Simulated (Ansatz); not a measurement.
# Mo6F: the cost of one run

Computed with Ansatz 0.2.0 (DFT PBE+D3(BJ), scalar-relativistic, plane waves, PAW, unless a step's input says otherwise).

The COD entry's cell or inner coordinates are ideal or old and differ from later refinements, so a difference from it is no clean test against experiment.

7 further runs of the same task are left out: 7 set aside as unsound or not needed.

## 1. The structure to begin with

The structure is trigonal, space group P3m1 (No. 156). Conventional cell: a = 4.427 Å, b = 4.427 Å, c = 21.669 Å, α = 90.00°, β = 90.00°, γ = 120.00°. Mo (site symmetry 3m) has 4 Mo at 2.67 to 2.71 Å as nearest neighbours. Mo (site symmetry 3m) is surrounded by 7 Mo at 2.57 to 2.71 Å. Around Mo (site symmetry 3m) lie 7 Mo at 2.46 to 2.71 Å. Mo (site symmetry 3m) has 13 Mo at 2.67 to 3.11 Å as nearest neighbours. Around Mo (site symmetry 3m) lie 7 Mo at 2.57 to 2.68 Å. Mo (site symmetry 3m) is surrounded by 7 Mo at 2.46 to 3.02 Å and 1 F at 3.40 Å. F (site symmetry 3m) has 1 Mo at 3.40 Å as nearest neighbours.

As a file:

```xyz
7
Lattice="4.4268 0.0000 0.0000 -2.2134 3.8338 0.0000 0.0000 0.0000 21.6689" Properties=species:S:1:pos:R:3 pbc="T T T"
Mo    2.2134    1.2779    4.0000
Mo    0.0000    2.5558    4.9036
Mo    0.0000    0.0000    5.8073
Mo    2.2134    1.2779    6.6686
Mo    0.0000    2.5558    7.4751
Mo    0.0000    0.0000    8.2689
F     0.0000    0.0000   11.6689
```

This is the geometry of the first run shown, built on a cell relaxed beforehand with the same method.

## 2. What is varied

Atoms count from 1 in the order of the input.

F is moved over the surface cell at a fixed height above a rigid substrate; the origin of the map has the adsorbate above Mo6; the height is held at 3.40 Å.

First coordinate, position of F7 along the first surface vector, from above Mo6: 9 values from 0.000 to 0.889, periodic. Second coordinate, position of F7 along the second surface vector, from above Mo6: 9 values from 0.000 to 0.889, periodic.

Nothing else is relaxed. Points are written as (first, second).

The two vectors of the plane (Å): (4.427, 0.000, 0.000); (-2.213, 3.834, 0.000).

## 3. The run at (0/9, 0/9) of the map's two axes

The cell repeats along c, and a dipole correction in the vacuum removes the field between the copies.

input.yaml

```yaml
crystal:
  lattice:
    - [4.4268425262, 0.0, 0.0]
    - [-2.2134212631, 3.8337580862, 0.0]
    - [0.0, 0.0, 21.6689391331]
  atoms:
    - { symbol: Mo, position: [0.6666666667, 0.3333333333, 0.1845960236] }
    - { symbol: Mo, position: [0.3333333333, 0.6666666667, 0.2262974396] }
    - { symbol: Mo, position: [0.0, 0.0, 0.2679988557] }
    - { symbol: Mo, position: [0.6666666667, 0.3333333333, 0.3077476805] }
    - { symbol: Mo, position: [0.3333333333, 0.6666666667, 0.344966729] }
    - { symbol: Mo, position: [0.0, 0.0, 0.3816033209] }
    - { symbol: F, position: [0.0, 0.0, 0.538509941] }
basis:
  ecutwfc: 420
kpoints:
  mp_grid: { grid: [6, 6, 1] }
hamiltonian:
  xc: pbe
  pseudopotentials: { kind: paw, azcp: { folder: soft_1 } }
  dispersion: d3bj
scf:
  occupations: { method: gaussian, width: 0.1 }
output:
  forces: true
  eigenvalues: true
efield:
  axis: 3
  dipole_correction: true
  ramp_width: 0.04
```

Launch:

```bash
> ansatz run input.yaml --threads 1 --pin off --max-ram 3072MiB --backend cpu --events-out ev --progress --plain --runs-dir out
```

Q: Estimate wall time and peak memory on 1 thread of Intel Xeon 6975P-C (Granite Rapids), shared host.

About 14 s, with a peak of 0.55 GiB.
